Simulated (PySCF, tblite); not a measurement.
# C5H10B radical: geometry, infrared bands and EPR parameters

Wanted: the infrared bands and EPR parameters of C5H10B radical (`B1CC[CH]CC1`), by calculation.

The runs use tblite 0.8.0 and PySCF 2.14.0, with density-fitted response routines of our own; the level of theory stands in each step. All values are computed, except where a source is named. Atoms count from 0, in the outputs and in this text.

### 1 The starting structure

16 atoms, charge 0, multiplicity 2; geometry from: force field or distance geometry start.

Bonds of the start (Å): B0–C1 1.61, C1–C2 1.52, C2–C3 1.54, C3–C4 1.55, C4–C5 1.53, C5–B0 1.58, B0–H6 1.18, C1–H7 1.11, C1–H8 1.11, C2–H9 1.12, C2–H10 1.12, C3–H11 1.11, C4–H12 1.12, C4–H13 1.12, C5–H14 1.11, C5–H15 1.10.

### 2 Optimising the geometry with GFN2-xTB

What the job is given:

```
{"job": {"kind": "relax", "xc": "GFN2-xTB", "basis": "xTB"}, "charge": 0, "multiplicity": 2}
B      0.075900    -1.075000     0.966400
C     -1.284800    -0.813100     0.144300
C     -1.329200     0.633100    -0.333700
C     -0.059100     1.053700    -1.093800
C      1.182700     0.931800    -0.177600
C      1.400600    -0.502300     0.313200
H      0.038900    -1.402800     2.096500
H     -2.148000    -1.028900     0.807800
H     -1.299700    -1.509200    -0.716400
H     -1.497500     1.318500     0.531400
H     -2.210000     0.754100    -1.020500
H      0.065500     0.429100    -2.002000
H      1.068000     1.623000     0.691700
H      2.080100     1.259100    -0.763400
H      2.219600    -0.509900     1.069300
H      1.689300    -1.152200    -0.524600
```

Command:

```sh
$ OMP_NUM_THREADS=1 python probes_run.py task.json out
```

This one command runs all jobs of the session in turn.

**Question.** This job is followed by: GFN2-xTB harmonic vibrations, gas phase; UKS B3LYP, pcH-1 on B C H, non-relativistic, mean-field spin-orbit, GIAO. What will the session give for the following? strongest single infrared mode (GFN2-xTB); zero-point energy (GFN2-xTB); g(iso) (B3LYP); ⟨S²⟩; largest a(iso) (averaged by class); surface potential, 1st and 99th percentile.

As calculated:

| quantity | value |
| --- | --- |
| strongest single infrared mode (GFN2-xTB) | 2615 cm⁻¹, 163 km/mol |
| zero-point energy (GFN2-xTB) | 85.2 kcal/mol |
| g(iso) (B3LYP) | 2.00261 |
| ⟨S²⟩ | 0.754 (exact 0.75) |
| largest a(iso) (averaged by class) | 13C on C3, 108.8 MHz |
| surface potential, 1st and 99th percentile | -0.54 V and 1.21 V |

The optimisation took 60 steps and gained 0.525 eV; among the close pairs (by a distance rule), C3–C4 changed most, from 1.548 to 1.474 Å. No mode is imaginary among the 42: a minimum at this level. The strongest single mode, at 2615 cm⁻¹, moves mainly H6. GFN2-xTB is a fitted tight-binding method: band positions and strengths are rough. Its intensities can rank the bands wrongly. Most of the unpaired spin sits on C3 (1.01 e). The isotropic g lies 0.3 ppt above the free-electron value.
